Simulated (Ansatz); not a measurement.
**CH3F3Sn: taking an electron away**

One table from this session's results is given with a row withheld; the runs are named, their logs left out.

The runs use Ansatz 0.2.0, Gaussian basis; unrestricted cation, the program's frozen cores in correlated methods.

The runs, in order: UKS PBE-D4/def2-TZVPP; UKS r2SCAN-D4/def2-TZVPP; UKS PBE0-D4/def2-TZVPP; UKS B3LYP-D4/def2-TZVPP; UKS wB97X-V/def2-TZVPP; UKS wB97M-V/def2-TZVPP; UKS B2PLYP/def2-TZVPP; UHF-CCSD(T)/def2-TZVPP; UHF-MP2/def2-QZVPP; extrapolation to the limit; then −ε(HOMO) from the neutral's earlier runs with LDA (SPW92), PBE-D4, revPBE-D4, BLYP-D4, r2SCAN-D4, B97M-V, PBE0-D4, B3LYP-D4, r2SCANh-D4, r2SCAN0-D4, HSE06-D4, BHLYP-D4, CAM-B3LYP-D4, LC-ωPBE, ωB97X-V, ωB97M-V.

## The relaxed structure

The geometry comes from an earlier relaxation with PBE0-D4 in a triple-zeta def2 set; it is a stationary point, not always the lowest conformer. Sn takes the def2 core potential; no spin-orbit term is included.

SMILES `F[C](F)(F)[SnH3]`, 8 atoms, charge 0, spin multiplicity 1.

Atoms are counted from 1 here; the program's logs count them from 0.

Bond lengths: F1–C2 1.345 Å, C2–F3 1.345 Å, C2–F4 1.345 Å, C2–Sn5 2.205 Å, Sn5–H6 1.699 Å, Sn5–H7 1.699 Å, Sn5–H8 1.699 Å. Angles: F1–C2–F3 106.7°, F1–C2–F4 106.7°, F1–C2–Sn5 112.1°, F3–C2–F4 106.7°, F3–C2–Sn5 112.1°, F4–C2–Sn5 112.1°, C2–Sn5–H6 107.0°, C2–Sn5–H7 107.0°, C2–Sn5–H8 107.0°, H6–Sn5–H7 111.9°, H6–Sn5–H8 111.9°, H7–Sn5–H8 111.9°.

Set-up of the first run:

The input, in.yaml:

```yaml
crystal:
  periodic: [false, false, false]
  atoms:
    - {symbol: F, position_ang: [0.798966, -1.026055, 1.564398]}
    - {symbol: C, position_ang: [0.805526, -0.719998, 0.254938]}
    - {symbol: F, position_ang: [0.684396, -1.879965, -0.414536]}
    - {symbol: F, position_ang: [2.029565, -0.237839, -0.023988]}
    - {symbol: Sn, position_ang: [-0.787861, 0.710299, -0.270523]}
    - {symbol: H, position_ang: [-0.512642, 2.116334, 0.643121]}
    - {symbol: H, position_ang: [-0.659276, 1.004935, -1.939095]}
    - {symbol: H, position_ang: [-2.266574, -0.024910, 0.129886]}
basis:
  gaussian: {orbitals: def2-TZVPP}
total_charge: 1
magnetization: {spin_polarized: true, initial_magnetization: 1}
hamiltonian: {xc: pbe, dispersion: d4}
```

On the command line:

```
ansatz run in.yaml --threads 2 --pin off --events-out ev --progress --plain --max-ram 22528MiB --backend cpu
```

Among the steps run: Cation, UKS PBE-D4/def2-TZVPP; Cation, UKS r2SCAN-D4/def2-TZVPP; Cation, UKS PBE0-D4/def2-TZVPP; Cation, UKS B3LYP-D4/def2-TZVPP; Cation, UKS wB97X-V/def2-TZVPP; Cation, UKS wB97M-V/def2-TZVPP; Cation, UKS B2PLYP (frozen core)/def2-TZVPP; Cation, UHF-CCSD(T)/def2-TZVPP; Cation, UHF-MP2/def2-QZVPP.

One of the session's tables, all rows but one given; the rest of the session is left out.

Orbital estimates, from the neutral's runs:

```
  functional  −ε(HOMO) (eV)
 LDA (SPW92)           7.63
      PBE-D4           7.43
   revPBE-D4           7.35
     BLYP-D4              ?
   r2SCAN-D4           7.74
      B97M-V           7.85
     PBE0-D4           8.85
    B3LYP-D4           8.66
  r2SCANh-D4           8.27
  r2SCAN0-D4           9.07
    HSE06-D4           8.45
    BHLYP-D4          10.26
CAM-B3LYP-D4          10.28
     LC-ωPBE          11.52
     ωB97X-V          11.19
     ωB97M-V          11.08
```

Q: Estimate the row for BLYP-D4 from the others.

Worked estimate for «−ε(HOMO) (eV)». Against the share of exact exchange, B3LYP-D4 (0.2, 8.66), BHLYP-D4 (0.5, 10.26) give a slope of 5.33 per unit share; at 0 the line stands at 7.59.

**Answer.** −ε(HOMO) (eV): 7.36. In «−ε(HOMO) (eV)» the line misses by +0.23.
